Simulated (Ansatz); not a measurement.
# ZrOs: a relaxation

Wanted: a converged relaxation for ZrOs, and a check of what comes out. The structure is shown as the input types it.

Program: Ansatz 0.2.0. Level of theory: DFT, PBEsol, all-electron LAPW, scalar-relativistic. These are calculated values, not measurements.

### 1 The starting structure

The structure is cubic, space group Pm-3m (No. 221). The conventional cell has a = 3.263 Å, b = 3.263 Å, c = 3.263 Å, α = 90.00°, β = 90.00°, γ = 90.00°. Zr (site symmetry m-3m) is surrounded by 8 Os at 2.83 Å. Around Os (site symmetry m-3m) lie 8 Zr at 2.83 Å.

Structure file:

```cif
data_structure
_symmetry_space_group_name_H-M 'Pm-3m'
_symmetry_Int_Tables_number 221
_cell_length_a 3.2630
_cell_length_b 3.2630
_cell_length_c 3.2630
_cell_angle_alpha 90.000
_cell_angle_beta 90.000
_cell_angle_gamma 90.000
_cell_volume 34.74
loop_
_atom_site_label
_atom_site_type_symbol
_atom_site_symmetry_multiplicity
_atom_site_Wyckoff_symbol
_atom_site_fract_x
_atom_site_fract_y
_atom_site_fract_z
_atom_site_occupancy
Zr1 Zr 1 b 0.50000 0.50000 0.50000 1
Os1 Os 1 a 0.00000 0.00000 0.00000 1
```

### 2 Input and run

File input.yaml:

```yaml
crystal:
  lattice:
    - [3.263, 0.0, 0.0]
    - [0.0, 3.263, 0.0]
    - [0.0, 0.0, 3.263]
  atoms:
    - { symbol: Zr, position: [0.5, 0.5, 0.5] }
    - { symbol: Os, position: [0.0, 0.0, 0.0] }
kpoints:
  mp_grid: { grid: [10, 10, 10] }
scf:
  occupations: { method: fermi_dirac, width: 0.05 }
  max_iter: many
hamiltonian:
  xc: pbesol
  pseudopotentials: { kind: all_electron, lapw: { basis_error: 0.001 } }
output:
  forces: true
  stress: true
relax:
  f_tol: 0.005
  max_steps: 80
  cell: {}
```

Run with:

```
ansatz run input.yaml --threads 1 --pin off --max-ram 2048MiB --backend cpu --events-out ev --progress --plain --runs-dir out
```

**Question.** How will this run end, and is anything wrong with its input?

Nothing was computed: the input was turned down at the start. The line that matters: «line 13 column 13: invalid u64»

Look at the input: scf.max_iter is many. The parser can't turn the typed value into what the key holds.

Fix: delete scf.max_iter (the default then holds).
